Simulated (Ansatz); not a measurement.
# CH₈B₂N₂: one species, many methods

An exercise on one series of results from a longer session: the logs are not shown, and one member is left open.

Method: functionals in def2-TZVPP, the program's frozen cores in correlated methods; program: Ansatz 0.2.0, Gaussian basis.

The runs, in order: LDA (SPW92), PBE-D4, revPBE-D4, BLYP-D4, r2SCAN-D4, B97M-V, PBE0-D4, B3LYP-D4, r2SCANh-D4, r2SCAN0-D4, HSE06-D4, BHLYP-D4, CAM-B3LYP-D4, LC-ωPBE, ωB97X-V, ωB97M-V, B2PLYP, PBE-QIDH; CCSD(T)/def2-SVP; CCSD(T)/def2-TZVPP; MP2/def2-QZVPP; extrapolation to the limit; RPA on PBE.

## Structure used throughout

The geometry comes from an earlier relaxation with PBE0-D4 in a triple-zeta def2 set; it is a stationary point, not always the lowest conformer.

SMILES `CBNBN`, 13 atoms, charge 0, spin multiplicity 1.

Atoms are counted from 1 here; the program's logs count them from 0.

Bond lengths: C1–B2 1.566 Å, C1–H6 1.096 Å, C1–H7 1.094 Å, C1–H8 1.096 Å, B2–N3 1.407 Å, B2–H9 1.205 Å, N3–B4 1.447 Å, N3–H10 1.010 Å, B4–N5 1.394 Å, B4–H11 1.199 Å, N5–H12 1.006 Å, N5–H13 1.003 Å. Angles: B2–C1–H6 110.2°, B2–C1–H7 114.4°, B2–C1–H8 110.3°, H6–C1–H7 108.1°, H6–C1–H8 105.2°, H7–C1–H8 108.1°, C1–B2–N3 122.7°, C1–B2–H9 119.4°, N3–B2–H9 117.8°, B2–N3–B4 129.0°, B2–N3–H10 116.3°, B4–N3–H10 114.7°, N3–B4–N5 122.4°, N3–B4–H11 118.8°, N5–B4–H11 118.8°, B4–N5–H12 123.4°, B4–N5–H13 122.1°, H12–N5–H13 114.5°.

The first run:

in.yaml reads:

```yaml
crystal:
  periodic: [false, false, false]
  atoms:
    - {symbol: C, position_ang: [-2.058786, -0.854655, -0.530021]}
    - {symbol: B, position_ang: [-0.652326, -0.170691, -0.455551]}
    - {symbol: N, position_ang: [0.140370, -0.185239, 0.706520]}
    - {symbol: B, position_ang: [1.445691, 0.398149, 0.926247]}
    - {symbol: N, position_ang: [2.128726, 1.096609, -0.068844]}
    - {symbol: H, position_ang: [-2.825989, -0.116732, -0.790593]}
    - {symbol: H, position_ang: [-2.368410, -1.354457, 0.392062]}
    - {symbol: H, position_ang: [-2.080512, -1.591285, -1.340889]}
    - {symbol: H, position_ang: [-0.218085, 0.396181, -1.425766]}
    - {symbol: H, position_ang: [-0.246675, -0.666181, 1.505600]}
    - {symbol: H, position_ang: [1.958874, 0.276752, 2.003280]}
    - {symbol: H, position_ang: [1.763356, 1.238418, -0.994922]}
    - {symbol: H, position_ang: [3.034165, 1.498432, 0.087578]}
basis:
  gaussian: {orbitals: def2-TZVPP}
hamiltonian: {xc: lda}
output: {orbitals: {seedname: orbitals}}
```

Among the steps run: LDA; PBE-D4 (GGA); revPBE-D4 (GGA); BLYP-D4 (GGA); r2SCAN-D4 (meta-GGA); B97M-V (meta-GGA); PBE0-D4 (hybrid); B3LYP-D4 (hybrid); r2SCANh-D4 (hybrid); r2SCAN0-D4 (hybrid); HSE06-D4 (hybrid); BHLYP-D4 (hybrid); CAM-B3LYP-D4 (range-separated); LC-ωPBE (range-separated); ωB97X-V (range-separated); ωB97M-V (range-separated); B2PLYP (double hybrid); PBE-QIDH (double hybrid).

One table of the session follows, with a row left open; its other results are not shown here.

It belongs to the step «Frontier levels by functional». 

```
  functional  HOMO (eV)  gap (eV)
 LDA (SPW92)      -6.47      5.14
      PBE-D4      -6.28      5.23
   revPBE-D4      -6.22      5.27
     BLYP-D4      -6.14      5.24
   r2SCAN-D4      -6.53      5.84
      B97M-V      -6.60      5.90
     PBE0-D4      -7.59      7.52
    B3LYP-D4      -7.35      7.06
  r2SCANh-D4      -7.02      6.68
  r2SCAN0-D4      -7.78      7.93
    HSE06-D4      -7.19      6.73
    BHLYP-D4      -8.81      9.80
CAM-B3LYP-D4      -8.99     10.01
     LC-ωPBE     -10.40     12.59
     ωB97X-V     -10.01     12.10
     ωB97M-V          ?         ?
```

**Question.** Estimate the row for ωB97M-V.

**Answer.** HOMO (eV): -9.94; gap (eV): 11.79. In the column «HOMO (eV)» it lies between ωB97X-V (-10.01) and CAM-B3LYP-D4 (-8.99).
